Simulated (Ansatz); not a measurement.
Predict the output of the script below (Ansatz 0.2.0 through its Python package).

`run_kconv.py`:
```python
# -*- coding: utf-8 -*-
"""k-point test for Ca3Y."""

import csv

import ansatz as az
from pymatgen.core import Lattice, Structure
from pymatgen.io.ase import AseAtomsAdaptor


def main():
    pmg_structure = Structure(
        Lattice([(0.0, 4.245565, 4.245565), (4.245565, 0.0, 4.245565), (4.245565, 4.245565, 0.0)]),
        ["Ca", "Ca", "Ca", "Y"],
        [
            (0.25, 0.25, 0.25),
            (0.75, 0.75, 0.75),
            (0.5, 0.5, 0.5),
            (0.0, 0.0, 0.0),
        ],
    )
    structure = az.Crystal.from_ase(AseAtomsAdaptor.get_atoms(pmg_structure))

    setup = (
        structure.calculation()
        .functional("lda")
        .occupations(az.OccupationsMethod.FERMI_DIRAC, width=0.05)
        .stress()
    )

    rows = []
    for value in [(2, 2, 2), (3, 3, 3), (4, 4, 4), (5, 5, 5), (6, 6, 6)]:
        rep = setup.kpoints(*value).run(threads=1, pin="off").report
        rows.append((value, rep["free_energy_ev"] / len(rep["lattice"]["sites"]), rep["n_iterations"], sum(rep["stress_gpa"][i][i] for i in range(3)) / 3, rep["n_kpoints"]))

    with open("kconv.csv", "w", newline="") as handle:
        writer = csv.writer(handle)
        writer.writerow(["mesh", "F/atom (eV)", "iterations", "P (GPa)", "k-points"])
        writer.writerows([round(v, 5) if isinstance(v, float) else v for v in row] for row in rows)

    # the last row is the reference
    for row in rows[:-1]:
        shift = 1000 * (row[1] - rows[-1][1])
        print(f"{row[0]}: {shift:+.2f} meV/atom" + ("  (within 5 meV)" if abs(shift) < 5 else ""))


if __name__ == "__main__":
    main()
```

```console
$ python run_kconv.py
DeckWarning: basis.ecutwfc = 420 eV, auto-derived from the records' recommended cutoffs: set by Ca (normal level)
(2, 2, 2): +104.60 meV/atom
(3, 3, 3): +23.22 meV/atom
(4, 4, 4): +5.72 meV/atom
(5, 5, 5): +0.36 meV/atom  (within 5 meV)
```
(Warnings from the package without file and line.)

It writes `kconv.csv`:
```csv
mesh,F/atom (eV),iterations,P (GPa),k-points
"(2, 2, 2)",-2265.60476,7,-2.74477,3
"(3, 3, 3)",-2265.68614,6,-2.20924,4
"(4, 4, 4)",-2265.70364,6,-2.23747,8
"(5, 5, 5)",-2265.709,6,-2.21358,10
"(6, 6, 6)",-2265.70936,6,-2.1955,16
```

From 5×5×5 on it stays within 5 meV an atom of the value at 6×6×6; the first row (2×2×2) is off by 104.6 meV and the last but one by 0.36 meV. This holds for F at a smearing of 0.05 eV; a narrower one needs a denser mesh. The pressure moves from -2.74 to -2.20 GPa.

Reading the output:
- Pressure is positive in compression.
- The structure comes from a database of computed cells and needn't be a stable or known phase.
- Shifts are counted from the finest mesh, which is itself no proven limit.
- It ran for 7.9 s on 1 thread of Arm Neoverse V2 (shared host), peak memory 0.51 GiB.

(A comment or docstring line of the script was reworded after the run, the code is as it ran; lines on the test bed's own set-up are left out of the output.)
